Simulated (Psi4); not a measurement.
# CH4BFOSi (SMILES O=CB[SiH2]F) at MP2/def2-SVP

Aim: the vertical ionisation energy of CH4BFOSi at MP2/def2-SVP, from 2 runs. 

Program for the calculation: Psi4 1.11.

1 further run of the same task is left out (set aside as unsound or not needed).

**1. The system as given**

CH4BFOSi has 9 atoms, charge 0, and is taken as a singlet. SMILES: `O=CB[SiH2]F`. The coordinates come from a PBE0-D4/def2-TZVP relaxation. This is one conformer, not always the lowest.

Bond lengths: O1–C2 1.227 Å, C2–B3 1.522 Å, B3–Si4 2.001 Å, Si4–F5 1.610 Å, C2–H6 1.099 Å, B3–H7 1.195 Å, Si4–H8 1.489 Å, Si4–H9 1.486 Å. Some angles: O1–C2–B3 90.0°, C2–B3–Si4 120.9°, B3–Si4–F5 110.9°, O1–C2–H6 122.9°, B3–C2–H6 147.1°, C2–B3–H7 117.0°, Si4–B3–H7 122.0°, B3–Si4–H8 109.8°, B3–Si4–H9 112.6°, F5–Si4–H8 107.4°.

**2. A single-point energy at MP2/def2-SVP**

Input file job.py:

```python
import psi4

psi4.set_memory('1600 MB')
psi4.set_num_threads(1)
psi4.set_output_file('psi4.out', False)

mol = psi4.geometry("""
O     -1.49193878     1.47474227     3.21971537
C     -0.24245186     2.72517404     1.72040666
B      1.18693698     0.35659132     0.93692621
Si    -0.14588686    -1.90408804    -1.78579119
F     -2.57153931    -0.65989236    -3.13637845
H     -0.49586414     4.77155846     1.47115179
H      3.04000242    -0.16043775     2.11970579
H      1.82169598    -2.27258464    -3.76414547
H     -0.93390265    -4.41836865    -0.81428299
units bohr
symmetry c1
""")

psi4.set_options({
    'basis': 'def2-SVP',
    'puream': True,
    'e_convergence': 1e-09,
    'd_convergence': 1e-08,
    'scf_type': 'pk',
    'num_frozen_docc': 9,
    'mp2_type': 'conv',
})

energy_value = psi4.energy('mp2', molecule=mol)
print(f'mp2 energy: {energy_value:.10f} Eh')
```

Command:

```
$ python job.py
```

psi4.out:

```text
[...]
  Running in c1 symmetry.
[...]
  Nuclear repulsion =  199.769579646409113
[...]
  Multiplicity = 1
[...]
  Nalpha       = 23
  Nbeta        = 23
[...]
    Number of basis functions: 94
[...]
   @RHF iter   1:  -527.73588678299166   -1.04911e+00   4.33975e-03 DIIS/ADIIS
[...]
   @RHF iter  14:  -527.83180120135660   -7.16227e-12   6.78419e-09 DIIS
[...]
    Orbital Energies [Eh]
    ---------------------
    Doubly Occupied:
       1A    -68.789329     2A    -26.268196     3A    -20.601467
       4A    -11.353342     5A     -7.630354     6A     -6.157430
       7A     -4.269050     8A     -4.267262     9A     -4.266881
      10A     -1.549478    11A     -1.424203    12A     -0.865832
      13A     -0.786689    14A     -0.747950    15A     -0.669356
      16A     -0.659403    17A     -0.659086    18A     -0.624076
      19A     -0.596644    20A     -0.543784    21A     -0.482567
      22A     -0.440070    23A     -0.421336
[...]
  @RHF Final Energy:  -527.83180120135660
   => Energetics <=
    Nuclear Repulsion Energy =            199.7695796464091131
    One-Electron Energy =               -1127.0551895556095587
    Two-Electron Energy =                 399.4538087078439617
    Total Energy =                       -527.8318012013564839
[...]
 Multipole Moments:
 ------------------------------------------------------------------------------------
     Multipole            Electronic (a.u.)      Nuclear  (a.u.)        Total (a.u.)
 ------------------------------------------------------------------------------------
 L = 1.  Multiply by 2.5417464519 to convert [e a0] to [Debye]
 Dipole X            :         -2.1935663            3.0799316            0.8863653
 Dipole Y            :          1.4849338           -0.8155912            0.6693426
 Dipole Z            :         -0.9648759            0.9008352           -0.0640407
 Magnitude           :                                                    1.1125485
[...]
	SCS-MP2 Total Energy (a.u.)        :  -528.49811299197791
	SOS-MP2 Total Energy (a.u.)        :  -528.44286288824946
	SCSN-MP2 Total Energy (a.u.)       :  -528.12352174904311
[...]
	SOS-PI-MP2 Total Energy (a.u.)     :  -528.54470650273163
[...]
	MP2 Total Energy (a.u.)            :  -528.50676958495274
[...]
```

On the terminal:

```text
mp2 energy: -528.5067695850 Eh
```

It took 16 s on 1 thread of AMD EPYC, shared host; peak memory 0.51 GiB.

**3. The doublet cation**

Input file run.py:

```python
import psi4

psi4.set_memory(1600000000)
psi4.set_num_threads(1)
psi4.core.set_output_file('run.log', False)

mol = psi4.geometry("""
1 2
O     -1.49193878     1.47474227     3.21971537
C     -0.24245186     2.72517404     1.72040666
B      1.18693698     0.35659132     0.93692621
Si    -0.14588686    -1.90408804    -1.78579119
F     -2.57153931    -0.65989236    -3.13637845
H     -0.49586414     4.77155846     1.47115179
H      3.04000242    -0.16043775     2.11970579
H      1.82169598    -2.27258464    -3.76414547
H     -0.93390265    -4.41836865    -0.81428299
units au
symmetry c1
no_reorient
no_com
""")

options = {'reference': 'uhf', 'puream': True, 'e_convergence': 1e-09, 'd_convergence': 1e-08, 'scf_type': 'pk', 'num_frozen_docc': 9, 'mp2_type': 'conv', 'maxiter': 100}
psi4.set_options(options)

e = psi4.energy('mp2/def2-SVP', molecule=mol)
print('E =', round(e, 9))
for k, v in sorted(psi4.core.scalar_variables().items()):
    print(f'{k:45s} {v:18.10f}')
```

Command:

```
$ python run.py
```

run.log:

```text
[...]
  Running in c1 symmetry.
[...]
  Nuclear repulsion =  199.769579646409113
[...]
  Multiplicity = 2
[...]
  Nalpha       = 23
  Nbeta        = 22
[...]
    Number of basis functions: 94
[...]
   @UHF iter   1:  -527.33825803395519   -6.51483e-01   4.43448e-03 ADIIS/DIIS
[...]
   @UHF iter  26:  -527.48654687204123   -6.36646e-12   8.93421e-09 DIIS
[...]
   @S^2 Observed:                7.827967592E-01
[...]
    Orbital Energies [Eh]
    ---------------------
    Alpha Occupied:
       1A    -68.969398     2A    -26.428984     3A    -21.005664
       4A    -11.665384     5A     -7.880690     6A     -6.337249
       7A     -4.448785     8A     -4.447187     9A     -4.446843
      10A     -1.826827    11A     -1.709120    12A     -1.202138
      13A     -1.129934    14A     -1.010232    15A     -0.968049
      16A     -0.933995    17A     -0.873186    18A     -0.818337
      19A     -0.817900    20A     -0.800863    21A     -0.759925
      22A     -0.646551    23A     -0.641620
    Alpha Virtual:
      24A     -0.191440    25A     -0.150778    26A     -0.041994
[...]
  @UHF Final Energy:  -527.48654687204123
   => Energetics <=
    Nuclear Repulsion Energy =            199.7695796464091131
    One-Electron Energy =               -1116.2730401427447759
    Two-Electron Energy =                 389.0169136242944887
    Total Energy =                       -527.4865468720412309
  UHF NO Occupations:
  HONO-2 :   21  A 1.9938018
  HONO-1 :   22  A 1.9925442
[...]
 Multipole Moments:
 ------------------------------------------------------------------------------------
     Multipole            Electronic (a.u.)      Nuclear  (a.u.)        Total (a.u.)
 ------------------------------------------------------------------------------------
 L = 1.  Multiply by 2.5417464519 to convert [e a0] to [Debye]
 Dipole X            :         29.7761639          -29.2098747            0.5662892
 Dipole Y            :          6.6608050           -4.7441574            1.9166476
 Dipole Z            :         14.9754223          -13.4512596            1.5241626
 Magnitude           :                                                    2.5134226
[...]
	SCS-MP2 Total Energy (a.u.)        :  -528.09920936005324
	SOS-MP2 Total Energy (a.u.)        :  -528.04924230776260
	SCSN-MP2 Total Energy (a.u.)       :  -527.75037290813600
[...]
	SOS-PI-MP2 Total Energy (a.u.)     :  -528.14302488038288
[...]
	MP2 Total Energy (a.u.)            :  -528.10536089201435
[...]
```

The script printed:

```text
E = -528.105360892
CURRENT CORRELATION ENERGY                         -0.6188140200
CURRENT ENERGY                                   -528.1053608920
CURRENT REFERENCE ENERGY                         -527.4865468720
DD SOLVATION ENERGY                                 0.0000000000
HF KINETIC ENERGY                                 527.1262060560
HF POTENTIAL ENERGY                             -1054.6127529280
HF TOTAL ENERGY                                  -527.4865468720
HF VIRIAL RATIO                                     2.0006835950
MP2 CORRELATION ENERGY                             -0.6188140200
MP2 DOUBLES ENERGY                                 -0.6188140200
MP2 OPPOSITE-SPIN CORRELATION ENERGY               -0.4689128631
MP2 SAME-SPIN CORRELATION ENERGY                   -0.1499011569
MP2 SINGLES ENERGY                                  0.0000000000
MP2 TOTAL ENERGY                                 -528.1053608920
NUCLEAR REPULSION ENERGY                          199.7695796464
ONE-ELECTRON ENERGY                             -1116.2730401427
PCM POLARIZATION ENERGY                             0.0000000000
PE ENERGY                                           0.0000000000
SCF ITERATION ENERGY                             -527.4865468720
SCF ITERATIONS                                     26.0000000000
SCF TOTAL ENERGY                                 -527.4865468720
SCS(N)-MP2 CORRELATION ENERGY                      -0.2638260361
SCS(N)-MP2 TOTAL ENERGY                          -527.7503729081
SCS-MP2 CORRELATION ENERGY                         -0.6126624880
SCS-MP2 TOTAL ENERGY                             -528.0992093601
SCS-MP2-VDW CORRELATION ENERGY                     -0.6751590432
SCS-MP2-VDW TOTAL ENERGY                         -528.1617059152
SOS-MP2 CORRELATION ENERGY                         -0.5626954357
SOS-MP2 TOTAL ENERGY                             -528.0492423078
SOS-PI-MP2 CORRELATION ENERGY                      -0.6564780083
SOS-PI-MP2 TOTAL ENERGY                          -528.1430248804
TWO-ELECTRON ENERGY                               389.0169136243
```

It took 21 s on 1 thread of AMD EPYC, shared host; peak memory 0.51 GiB.

**4. Summary of results**

At MP2/def2-SVP, 9 core orbitals frozen:

```
                                                                  quantity          value
                                            singlet CH4BFOSi: total energy  -528.50677 Eh
                     singlet CH4BFOSi: HOMO energy (Hartree–Fock orbitals)      -11.47 eV
                     singlet CH4BFOSi: LUMO energy (Hartree–Fock orbitals)        2.32 eV
                   singlet CH4BFOSi: HOMO–LUMO gap (Hartree–Fock orbitals)       13.78 eV
             singlet CH4BFOSi: correlation energy (9 core orbitals frozen)     -675.0 mEh
                                              doublet cation: total energy  -528.10536 Eh
doublet cation: HOMO energy (Hartree–Fock orbitals) (highest over α and β)      -17.40 eV
 doublet cation: LUMO energy (Hartree–Fock orbitals) (lowest over α and β)       -7.42 eV
               doublet cation: correlation energy (9 core orbitals frozen)     -618.8 mEh
                         doublet cation: ⟨S²⟩ of the reference determinant          0.783
                        vertical ionisation energy (to the doublet cation)      10.923 eV
```

**Reading.** Removing an electron at fixed nuclei costs 10.92 eV (252 kcal/mol).
